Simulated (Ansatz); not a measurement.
**F₂HInO: small, medium and large basis sets**

An exercise on one series of results from a longer session: the logs are not shown, and one member is left open.

Computed with Ansatz 0.2.0, Gaussian basis. Level: one geometry, several basis sets.

Levels to be run: PBE0-D4/def2-SVP; ωB97M-V/def2-SVP; PBE0-D4/def2-QZVPP; ωB97M-V/def2-QZVPP; the functionals' def2-TZVPP values are taken from earlier runs.

2 further runs of the same task are left out: 2 for a known fault of the program.

## The geometry

An earlier PBE0-D4 in a triple-zeta def2 set relaxation fixed the geometry. In takes the def2 core potential; no spin-orbit term is included.

SMILES `[OH][In]([F])[F]`, 5 atoms, charge 0, spin multiplicity 1.

Atoms are counted from 1 here; the program's logs count them from 0.

Bond lengths: O1–In2 1.954 Å, O1–H5 0.962 Å, In2–F3 1.922 Å, In2–F4 1.935 Å. Angles: In2–O1–H5 111.3°, O1–In2–F3 123.4°, O1–In2–F4 121.1°, F3–In2–F4 115.5°.

The first run:

File in.yaml:

```yaml
crystal:
  periodic: [false, false, false]
  atoms:
    - {symbol: O, position_ang: [-0.018626, 1.509460, 0.063232]}
    - {symbol: In, position_ang: [0.213267, -0.430275, 0.116046]}
    - {symbol: F, position_ang: [1.617948, -1.301698, 1.096784]}
    - {symbol: F, position_ang: [-0.987965, -1.608062, -0.839309]}
    - {symbol: H, position_ang: [-0.774623, 1.756874, -0.478152]}
basis:
  gaussian: {orbitals: def2-SVP}
hamiltonian: {xc: pbe0, dispersion: d4}
output: {orbitals: {seedname: orbitals}}
```

The run is started by

```sh
$ ansatz run in.yaml --threads 4 --pin off --events-out ev --progress --plain --max-ram 10444MiB
```

Steps of the session up to this table: PBE0-D4 in def2-SVP; ωB97M-V in def2-SVP; PBE0-D4 in def2-QZVPP; ωB97M-V in def2-QZVPP.

One table of the session follows, with a row left open; its other results are not shown here.

It belongs to the step «Density functionals: the series». 

```
functional       basis  HOMO (eV)  LUMO (eV)
   PBE0-D4    def2-SVP      -9.37      -2.63
   PBE0-D4  def2-TZVPP      -9.66      -2.84
   PBE0-D4  def2-QZVPP      -9.71      -2.90
   ωB97M-V    def2-SVP          ?          ?
   ωB97M-V  def2-TZVPP     -12.15      -0.85
   ωB97M-V  def2-QZVPP     -12.21      -1.04
```

Q: Estimate the row for ωB97M-V, def2-SVP from the others.

As computed: HOMO (eV): -11.81; LUMO (eV): -0.57. In the column «HOMO (eV)» it lies between ωB97M-V, def2-TZVPP (-12.15) and PBE0-D4, def2-QZVPP (-9.71).
